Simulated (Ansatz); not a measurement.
# Ta2Tl: the cost of one run

Method: DFT PBE, scalar-relativistic, plane waves, PAW, in Ansatz 0.2.0.

**1. Starting point**

The structure is hexagonal, space group P6_3/mmc (No. 194). The conventional cell has a = 3.684 Å, b = 3.684 Å, c = 9.471 Å, α = 90.00°, β = 90.00°, γ = 120.00°. Around Ta (site symmetry 3m) lie 3 Ta at 2.31 Å. Around Tl (site symmetry -6m2) lie 8 Ta at 2.82 to 2.86 Å.

Structure file:

```
CELL_PARAMETERS angstrom
3.68386 0.00000 0.00000
-1.84193 3.19032 0.00000
0.00000 0.00000 9.47074
ATOMIC_POSITIONS crystal
Ta 0.66667 0.33333 0.45220
Ta 0.33333 0.66667 0.95220
Ta 0.66667 0.33333 0.04780
Ta 0.33333 0.66667 0.54780
Tl 0.66667 0.33333 0.75000
Tl 0.33333 0.66667 0.25000
```

A structure generator made this guess: species swapped into a database cell of ReB2 (P6_3/mmc, No. 194), with Tl on the Re sites and Ta on the B sites. Lengths come from tabulated atomic sizes and are only a guess.

**2. A first look at the guess**

input.yaml

```yaml
crystal:
  lattice:
    - [3.6838628, 0.0, 0.0]
    - [-1.8419314, 3.19031877, 0.0]
    - [0.0, 0.0, 9.47074005]
  atoms:
    - { symbol: Ta, position: [0.66666667, 0.33333333, 0.45220366] }
    - { symbol: Ta, position: [0.33333333, 0.66666667, 0.95220366] }
    - { symbol: Ta, position: [0.66666667, 0.33333333, 0.04779634] }
    - { symbol: Ta, position: [0.33333333, 0.66666667, 0.54779634] }
    - { symbol: Tl, position: [0.66666667, 0.33333333, 0.75] }
    - { symbol: Tl, position: [0.33333333, 0.66666667, 0.25] }
basis:
  ecutwfc: 420
kpoints:
  mp_grid: { grid: [6, 6, 2] }
hamiltonian:
  xc: pbe
scf:
  occupations: { method: gaussian, width: 0.1 }
  lower_state_search: "off"
output:
  forces: true
  stress: true
  eigenvalues: true
```

Started as:

```
> ansatz run input.yaml --threads 1 --pin off --max-ram 2560MiB --backend cpu --events-out ev --progress --plain --runs-dir out
```

What time and memory should one allow on 1 thread of Intel Xeon Platinum 8375C at 2.90GHz (Ice Lake), shared host?

About 2.8 s, with a peak of 0.48 GiB.
